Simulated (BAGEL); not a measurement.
# GeSiH5Cl (SMILES [SiH3][GeH2][Cl]) at B3LYP/def2-SVP (density fitting with qzvpp-jkfit)

Aim: the energy change on altering one bond length of GeSiH5Cl at B3LYP/def2-SVP (density fitting with qzvpp-jkfit), from 2 runs. 

The results are computed with BAGEL 1.2.2.

## 1. Starting point

GeSiH5Cl has 8 atoms, charge 0, and is taken as a singlet. SMILES: `[SiH3][GeH2][Cl]`. The shape is that of a PBE0-D4/def2-TZVP optimisation.

Bond lengths: Si1–Ge2 2.380 Å, Ge2–Cl3 2.169 Å, Si1–H4 1.487 Å, Si1–H5 1.484 Å, Si1–H6 1.484 Å, Ge2–H7 1.537 Å, Ge2–H8 1.537 Å. Some angles: Si1–Ge2–Cl3 106.5°, Si1–Ge2–H7 114.0°, Si1–Ge2–H8 114.0°, Cl3–Ge2–H7 106.1°, Cl3–Ge2–H8 106.1°, Ge2–Si1–H4 109.5°, Ge2–Si1–H5 108.9°, Ge2–Si1–H6 108.9°, H7–Ge2–H8 109.6°, H4–Si1–H5 109.7°.

## 2. The energy at B3LYP/def2-SVP (density fitting with qzvpp-jkfit)

dft.json

```json
{ "bagel" : [

{
  "title" : "molecule",
  "basis" : "svp",
  "df_basis" : "qzvpp-jkfit",
  "angstrom" : true,
  "geometry" : [
    { "atom" : "Si", "xyz" : [   -0.863600,    0.827300,   -0.302500 ] },
    { "atom" : "Ge", "xyz" : [    0.738300,   -0.882000,    0.118400 ] },
    { "atom" : "Cl", "xyz" : [    1.963100,   -0.183700,    1.766200 ] },
    { "atom" : "H", "xyz" : [   -1.744900,    0.416200,   -1.427300 ] },
    { "atom" : "H", "xyz" : [   -0.149800,    2.078700,   -0.658900 ] },
    { "atom" : "H", "xyz" : [   -1.678500,    1.035600,    0.920200 ] },
    { "atom" : "H", "xyz" : [    1.703100,   -1.135200,   -1.051200 ] },
    { "atom" : "H", "xyz" : [    0.124600,   -2.213900,    0.579200 ] }
  ]
},
{
  "title" : "ks",
  "xc_func" : "b3lyp",
  "charge" : 0
},
{
  "title" : "print",
  "file" : "orbitals.molden",
  "orbitals" : true
}

]}
```

Started as:

```bash
$ BAGEL_NUM_THREADS=1 BAGEL dft.json > dft.out
```

Standard output:

```text
* using 1 threads per process

  ===============================================================
  ===============================================================

  *** Geometry ***

  { "atom" : "Si", "xyz" : [     -1.631967,      1.563370,     -0.571642 ] },
  { "atom" : "Ge", "xyz" : [      1.395185,     -1.666738,      0.223744 ] },
  { "atom" : "Cl", "xyz" : [      3.709721,     -0.347143,      3.337634 ] },
  { "atom" : "H", "xyz" : [     -3.297383,      0.786504,     -2.697206 ] },
  { "atom" : "H", "xyz" : [     -0.283081,      3.928174,     -1.245141 ] },
  { "atom" : "H", "xyz" : [     -3.171905,      1.957000,      1.738926 ] },
  { "atom" : "H", "xyz" : [      3.218393,     -2.145217,     -1.986480 ] },
  { "atom" : "H", "xyz" : [      0.235460,     -4.183665,      1.094529 ] },

  Number of auxiliary basis functions:      612

  Since a DF basis is specified, we compute 2- and 3-index integrals:
    o Being stored without compression. Storage requirement is 0.042 GB

  Number of basis functions:       93
  Number of electrons      :       68

    * METHOD: MOLECULE                             0.66

  *** Kohn-Sham DFT ***

    * Removing 13489 points whose weight is below 1.00e-10
    * Grid points: 105759

  === Nuclear Repulsion ===
   338.3656431849

       - DIIS with orbital gradients will be used.

  === KS iteration (b3lyp / svp) ===
      0      -2751.94394442          0.10189018           0.81
      1      -2521.70911241          0.16488156           0.78
      2      -2633.37126230          0.10431048           0.78
      3      -2758.36690180          0.26358674           0.78
      4      -2813.64526293          0.07730841           0.78
      5      -2750.87100755          0.21913600           0.78
      6      -2780.02958187          0.31973627           0.77
      7      -2729.78002965          0.17351520           0.78
      8      -2800.16038540          0.12340047           0.78
      9      -2817.67007312          0.06442698           0.77
     10      -2793.56425010          0.13517446           0.78
     11      -2827.56940724          0.04579837           0.78
     12      -2823.75248015          0.06383049           0.78
     13      -2828.88028493          0.02718269           0.78
     14      -2829.21213046          0.01004753           0.79
     15      -2829.31527534          0.00162152           0.78
     16      -2829.31766548          0.00051588           0.78
     17      -2829.31786594          0.00013451           0.78
     18      -2829.31787815          0.00003225           0.78
     19      -2829.31787895          0.00000919           0.78
     20      -2829.31787901          0.00000218           0.78
     21      -2829.31787902          0.00000057           0.78
     22      -2829.31787902          0.00000016           0.78
     23      -2829.31787902          0.00000006           0.78
     24      -2829.31787902          0.00000001           0.78
     25      -2829.31787902          0.00000000           0.79
    * SCF iteration converged.

    * Permanent dipole moment:
           (    0.520773,     0.100394,     0.570431) a.u.

    * METHOD: KS                                  21.09

    * METHOD: PRINT                                0.04

  ===============================================================
```

Wall time 22 s (1 thread of Arm Neoverse N1, shared host); peak memory 0.52 GiB.

## 3. The distorted shape, same level

dft.json

```json
{ "bagel" : [

{
  "title" : "molecule",
  "basis" : "svp",
  "df_basis" : "qzvpp-jkfit",
  "angstrom" : true,
  "geometry" : [
    { "atom" : "Si", "xyz" : [   -1.346022,    0.953906,    0.282326 ] },
    { "atom" : "Ge", "xyz" : [    0.255878,   -0.755394,    0.703226 ] },
    { "atom" : "Cl", "xyz" : [    1.480678,   -0.057094,    2.351026 ] },
    { "atom" : "H", "xyz" : [   -2.227322,    0.542806,   -0.842474 ] },
    { "atom" : "H", "xyz" : [   -0.632222,    2.205306,   -0.074074 ] },
    { "atom" : "H", "xyz" : [   -2.160922,    1.162206,    1.505026 ] },
    { "atom" : "H", "xyz" : [    1.703100,   -1.135200,   -1.051200 ] },
    { "atom" : "H", "xyz" : [   -0.357822,   -2.087294,    1.164026 ] }
  ]
},
{ "title" : "ks", "xc_func" : "b3lyp" },
{ "title" : "print", "file" : "orbitals.molden", "orbitals" : true }

]}
```

Started as:

```bash
$ BAGEL_NUM_THREADS=1 BAGEL dft.json > dft.out
```

Standard output:

```text
* using 1 threads per process

  ===============================================================
  ===============================================================

  *** Geometry ***

  { "atom" : "Si", "xyz" : [     -2.543613,      1.802621,      0.533519 ] },
  { "atom" : "Ge", "xyz" : [      0.483539,     -1.427488,      1.328905 ] },
  { "atom" : "Cl", "xyz" : [      2.798076,     -0.107892,      4.442795 ] },
  { "atom" : "H", "xyz" : [     -4.209029,      1.025755,     -1.592045 ] },
  { "atom" : "H", "xyz" : [     -1.194726,      4.167424,     -0.139980 ] },
  { "atom" : "H", "xyz" : [     -4.083551,      2.196251,      2.844087 ] },
  { "atom" : "H", "xyz" : [      3.218393,     -2.145217,     -1.986480 ] },
  { "atom" : "H", "xyz" : [     -0.676186,     -3.944414,      2.199690 ] },

  Number of auxiliary basis functions:      612

  Since a DF basis is specified, we compute 2- and 3-index integrals:
    o Being stored without compression. Storage requirement is 0.042 GB

  Number of basis functions:       93
  Number of electrons      :       68

    * METHOD: MOLECULE                             0.65

  *** Kohn-Sham DFT ***

    * Removing 13021 points whose weight is below 1.00e-10
    * Grid points: 106227

  === Nuclear Repulsion ===
   333.7563969392

       - DIIS with orbital gradients will be used.

  === KS iteration (b3lyp / svp) ===
      0      -2751.57476418          0.10005657           0.83
      1      -2523.77622991          0.16421529           0.80
      2      -2635.09231230          0.09043484           0.79
      3      -2715.25443066          0.11897251           0.80
      4      -2816.49315244          0.07751413           0.79
      5      -2737.29375325          0.14931748           0.80
      6      -2736.28487442          0.14650693           0.79
      7      -2734.37263759          0.14547589           0.79
      8      -2723.96270118          0.15635498           0.80
      9      -2818.38149325          0.06607752           0.80
     10      -2810.96978945          0.11430880           0.79
     11      -2827.13873140          0.04867930           0.80
     12      -2828.54578455          0.02553130           0.79
     13      -2828.82767940          0.02340338           0.80
     14      -2829.22516617          0.00469345           0.79
     15      -2829.22589807          0.00475958           0.79
     16      -2829.24973952          0.00067683           0.79
     17      -2829.25029143          0.00019768           0.79
     18      -2829.25033256          0.00002090           0.79
     19      -2829.25033292          0.00000885           0.79
     20      -2829.25033300          0.00000228           0.80
     21      -2829.25033301          0.00000044           0.79
     22      -2829.25033301          0.00000024           0.80
     23      -2829.25033301          0.00000009           0.80
     24      -2829.25033301          0.00000003           0.80
     25      -2829.25033301          0.00000001           0.80
    * SCF iteration converged.

    * Permanent dipole moment:
           (    0.858986,    -0.078552,     0.156581) a.u.

    * METHOD: KS                                  21.52

    * METHOD: PRINT                                0.04

  ===============================================================
```

It took 23 s on 1 thread of Arm Neoverse N1, shared host; peak memory 0.52 GiB.

## 4. Summary of results

Level: B3LYP/def2-SVP (density fitting with qzvpp-jkfit).

```
                                                          quantity           value
                                         first shape: total energy  -2829.31788 Eh
                                        first shape: dipole moment          1.98 D
                                          first shape: HOMO energy        -7.76 eV
                                          first shape: LUMO energy        -0.61 eV
                                        first shape: HOMO–LUMO gap         7.15 eV
                                     distorted shape: total energy  -2829.25033 Eh
                                    distorted shape: dipole moment          2.23 D
                                      distorted shape: HOMO energy        -7.38 eV
                                      distorted shape: LUMO energy        -2.35 eV
                                    distorted shape: HOMO–LUMO gap         5.03 eV
energy change with the Ge2–H7 bond stretched from 1.537 to 2.306 Å        1.838 eV
```

With the Ge2–H7 bond stretched from 1.537 to 2.306 Å the energy rises by 1.84 eV (42 kcal/mol). The first shape isn't relaxed at this level, so the change isn't measured from a minimum.
